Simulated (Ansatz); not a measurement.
# SiGeP (doublet): trial inputs and their diagnosis at a displaced geometry (v2)

5 inputs are run for SiGeP (doublet) as typed; the log has to tell whether the result can be used and what must change.

Method: the settings change from run to run; program: Ansatz 0.2.0, Gaussian basis.

33 further runs of the same task are left out: 2 for a known fault of the program, 22 that didn't finish, 9 set aside as unsound or not needed.

## Step 1: The system

The geometry is a PBE0/def2-TZVP stationary point (not a proven minimum) with its atoms shifted at random (size 0.100 Å). No spin-orbit coupling is included. The filled d shell of Ge may be among the frozen orbitals whatever the setting's name suggests; the logs give the count.

3 atoms, charge 0, spin multiplicity 2.

Atoms are counted from 1 here; the program's logs count them from 0.

Bond lengths: Ge1–P2 2.184 Å, P2–Si3 2.071 Å. Angles: Ge1–P2–Si3 118.0°.

Coordinates:

```xyz
3
GePSi
Ge    0.0576    0.1669    1.2364
P    -0.1073   -0.7823   -0.7236
Si   -0.0307    0.4310   -2.4000
```

## Step 2: Input 1

The input, in.yaml:

```yaml
crystal:
  periodic: [false, false, false]
  atoms:
    - {symbol: Ge, position_ang: [0.057597, 0.166929, 1.236448]}
    - {symbol: P, position_ang: [-0.107278, -0.782294, -0.723557]}
    - {symbol: Si, position_ang: [-0.030657, 0.431002, -2.399968]}
basis:
  gaussian: {orbitals: cc-pVDZ, point_charges: [{charge: 1.00, position_ang: [2.893, -0.784, 0.479]}]}
magnetization: {spin_polarized: false, initial_magnetization: 1}
correlation: {active_space: {ras: {orbitals: [11, 1, 32], electrons: 23, max_holes: 2, max_particles: 2}, fixed_orbitals: true}}
output: {forces: true}
```

On the command line:

```
$ ansatz run in.yaml --threads 1 --pin off --events-out ev --progress --plain --max-ram 2393MiB
```

Output:

```text
Functional definition: HF
  name "HF"
  cite "Fock, Z. Phys. 61, 126 (1930) doi:10.1007/BF01340294"
  parent pbe
  exchange = exact_x
  correlation = 0
706 factors; integrals over basis functions are off by at most 9.4e-4 eV
mean field evaluation 1: about -73604.5911 eV, gradient 1.5e1 eV
mean field evaluation 2: about -73604.7534 eV, gradient 1.5e1 eV
mean field evaluation 4: about -73605.9196 eV, gradient 2.5e0 eV
mean field evaluation 8: about -73606.0137 eV, gradient 5.3e-1 eV
mean field evaluation 16: about -73606.0242 eV, gradient 4.0e-6 eV
mean field evaluation 32: about -73605.1694 eV, gradient 1.6e0 eV
mean field evaluation 64: about -73605.8058 eV, gradient 1.3e0 eV
mean field -73606.02422545 eV, -2704.9714983302 hartree, gradient 4.0e-6 eV, S^2 0.750000; 7 other end points of the search recorded, 0 dependent functions left out
reference -73606.02422545 eV, -2704.9714983302 hartree; 31, 30 occupied and 32, 33 virtual orbitals, 706 factors
```

It took 2.4 min on 1 thread of Intel Xeon at 2.50GHz, shared host.

**Diagnosis.** The run was cut at its time limit. The job is too large for the time given. Cure: a smaller basis or space, or a lower level; a longer limit helps only where the log shows it near its end.

## Step 3: Input 2

The input, in.yaml:

```yaml
crystal:
  periodic: [false, false, false]
  atoms:
    - {symbol: Ge, position_ang: [0.057597, 0.166929, 1.236448]}
    - {symbol: P, position_ang: [-0.107278, -0.782294, -0.723557]}
    - {symbol: Si, position_ang: [-0.030657, 0.431002, -2.399968]}
basis:
  gaussian: {orbitals: STO-3G}
magnetization: {spin_polarized: false, initial_magnetization: 1}
correlation: {active_space: {ras: {orbitals: [11, 1, 5], electrons: 24, max_holes: 2, max_particles: 2}, fixed_orbitals: true}}
scf: {omitted_lower_state_checks: [cluster_reference]}
```

Same command.

Output:

```text
Functional definition: HF
  name "HF"
  cite "Fock, Z. Phys. 61, 126 (1930) doi:10.1007/BF01340294"
  parent pbe
  exchange = exact_x
  correlation = 0
these checks for a lower state are left out or cut short: cluster_reference
364 factors; integrals over basis functions are off by at most 1.4e-5 eV
mean field evaluation 1: about -72764.8679 eV, gradient 1.4e1 eV
mean field evaluation 2: about -72764.8850 eV, gradient 1.4e1 eV
mean field evaluation 4: about -72766.0775 eV, gradient 1.9e0 eV
mean field evaluation 8: about -72766.2102 eV, gradient 1.3e-3 eV
mean field evaluation 16: about -72765.7972 eV, gradient 6.8e-3 eV
mean field evaluation 32: about -72760.9026 eV, gradient 1.7e1 eV
mean field evaluation 64: about -72765.9769 eV, gradient 1.2e0 eV
mean field evaluation 96: about -72765.7209 eV, gradient 3.1e0 eV
mean field evaluation 128: about -72766.2098 eV, gradient 3.8e-6 eV
mean field -72766.20980240 eV, -2674.1088875296 hartree, gradient 3.8e-6 eV, S^2 0.750000; 13 other end points of the search recorded, 0 dependent functions left out
reference -72766.20980240 eV, -2674.1088875296 hartree; 31, 30 occupied and 5, 6 virtual orbitals, 364 factors
Error: 24 electrons in 17 orbitals form no window around the highest filled level of the reference
```

Run time: 13 s. Hardware: 1 thread of Intel Xeon at 2.50GHz, shared host.

What is wrong: The run stopped with an error. The electron count of the restricted space is wrong. To mend it, count the correlated electrons again.

## Step 4: Input 3

The input, in.yaml:

```yaml
crystal:
  periodic: [false, false, false]
  atoms:
    - {symbol: Ge, position_ang: [0.057597, 0.166929, 1.236448]}
    - {symbol: P, position_ang: [-0.107278, -0.782294, -0.723557]}
    - {symbol: Si, position_ang: [-0.030657, 0.431002, -2.399968]}
basis:
  gaussian: {orbitals: pcseg-2, fitting: {mean_field: def2-universal-jkfit}}
magnetization: {spin_polarized: false, initial_magnetization: 1}
correlation: {method: ccsd_t, frozen_orbitals: {Ge: 0}}
scf: {lower_state_search: off}
```

The command is unchanged.

Output:

```text
Functional definition: HF
  name "HF"
  cite "Fock, Z. Phys. 61, 126 (1930) doi:10.1007/BF01340294"
  parent pbe
  exchange = exact_x
  correlation = 0
these checks for a lower state are left out or cut short: stability, starts, cluster_reference, orbital_swaps, neighbouring_geometries, increment
Error: "frozen_orbitals" has no count for P
```

Run time: 0.25 s. Hardware: 1 thread of Intel Xeon at 2.50GHz, shared host.

Diagnosis: The run was refused. The frozen-orbital counts are incomplete or too large. Fix: leave frozen_orbitals out, or give each element a count that its core has.

## Step 5: Input 4

The input, in.yaml:

```yaml
crystal:
  periodic: [false, false, false]
  atoms:
    - {symbol: Ge, position_ang: [0.057597, 0.166929, 1.236448]}
    - {symbol: P, position_ang: [-0.107278, -0.782294, -0.723557]}
    - {symbol: Si, position_ang: [-0.030657, 0.431002, -2.399968]}
basis:
  gaussian: {orbitals: cc-pVDZ}
magnetization: {spin_polarized: false, initial_magnetization: 1}
correlation: {method: fic_mrcisd_q, electrons: outside_noble_gas}
accuracy: high
output: {forces: true}
```

Launched as before.

Output:

```text
Error: this correlation method needs an active space: name one as the reference
```

Run time: 0.03 s. Hardware: 1 thread of Intel Xeon at 2.50GHz, shared host.

What is wrong: The run was refused. This method needs an active space and has none. Fix: add an active_space block.

## Step 6: Input 5

The input, in.yaml:

```yaml
crystal:
  periodic: [false, false, false]
  atoms:
    - {symbol: Ge, position_ang: [0.057597, 0.166929, 1.236448]}
    - {symbol: P, position_ang: [-0.107278, -0.782294, -0.723557]}
    - {symbol: Si, position_ang: [-0.030657, 0.431002, -2.399968]}
basis:
  gaussian: {orbitals: 6-31G}
magnetization: {spin_polarized: false, initial_magnetization: 1}
correlation: {method: fic_mrcisd_q, electrons: valence, active_space: {window: {electrons: 3, orbitals: 3}, states: [{multiplicity: 2, weights: [1, 1]}], root: 5}}
accuracy: high
scf: {lower_state_search: off}
```

Launched as before.

Output:

```text
Error: the active space averages no state 5, counted from zero
```

Run time: 0.03 s. Hardware: 1 thread of Intel Xeon at 2.50GHz, shared host.

**Diagnosis.** The run was refused. The root asked for lies beyond the states averaged. Fix: average more states or name a lower root.

## Step 7: How the runs ended

```
input                    level                  ended                                                  cause     time
    1             CISD/cc-pVDZ  cut at its time limit                the job is too large for the time given  2.4 min
    2              CISD/STO-3G    stopped by an error    the electron count of the restricted space is wrong     13 s
    3  CCSD(T) on ROHF/pcseg-2                refused  the frozen-orbital counts are incomplete or too large   0.25 s
    4   'fic_mrcisd_q'/cc-pVDZ                refused         this method needs an active space and has none   0.03 s
    5      MRCISD+Q(3,3)/6-31G                refused     the root asked for lies beyond the states averaged   0.03 s
```

1 cut at its time limit, 1 stopped by an error, 3 refused.
